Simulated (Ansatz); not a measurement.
# GaHPS: the cost of one run

The runs use Ansatz 0.2.0, Gaussian basis; cc-pVDZ, all electrons in the functionals, frozen cores in the correlation of double hybrids and RPA.

The runs, in order: wB97M-V, B2PLYP, RPA-PBE, at charge 0, doublet; charge 0, quartet; charge 1, singlet; charge 1, triplet; displaced geometry v1; displaced geometry v2.

28 further runs of the same task are left out: 2 for a known fault of the program, 12 that didn't finish, 14 set aside as unsound or not needed.

## (1) The system

The geometry is a PBE0/def2-TZVP stationary point (not a proven minimum). No spin-orbit coupling is included. The filled d shell of Ga may be among the frozen orbitals whatever the setting's name suggests; the logs give the count.

4 atoms, charge 0, spin multiplicity 2.

Atoms are counted from 1 here; the program's logs count them from 0.

Bond lengths: P1–Ga2 2.268 Å, P1–H4 1.428 Å, Ga2–S3 2.019 Å. Angles: Ga2–P1–H4 89.2°, P1–Ga2–S3 178.3°.

As a file:

```
P     0.00000   -0.39948    1.63024
Ga    0.00001   -0.31982   -0.63634
S     0.00000   -0.30846   -2.65539
H     0.00000    1.02776    1.66149
```

No dispersion term is added; wB97M-V holds VV10 nonlocal correlation.

The geometry shown and the zero of energy belong to the point charge 0, doublet. The yardstick, UCCSDT(Q), and other wave-function levels (R restricted, U unrestricted, valence and pair active spaces) come from earlier runs.

## (2) wB97M-V, charge 0, doublet

The input, in.yaml:

```yaml
crystal:
  periodic: [false, false, false]
  atoms:
    - {symbol: P, position_ang: [-0.000003, -0.399478, 1.630239]}
    - {symbol: Ga, position_ang: [0.000009, -0.319823, -0.636341]}
    - {symbol: S, position_ang: [-0.000004, -0.308458, -2.655390]}
    - {symbol: H, position_ang: [-0.000002, 1.027759, 1.661492]}
basis:
  gaussian: {orbitals: cc-pVDZ}
magnetization: {spin_polarized: true, initial_magnetization: 1}
hamiltonian: {xc: {name: wB97M-V}}
output: {forces: true, orbitals: {seedname: orbitals}}
```

The run is started by

```
ansatz run in.yaml --threads 1 --pin off --events-out ev --progress --plain --max-ram 2393MiB
```

Q: Estimate wall time and peak memory on 1 thread of Arm Neoverse N1, shared host.

About 46 s, with a peak of 0.33 GiB.
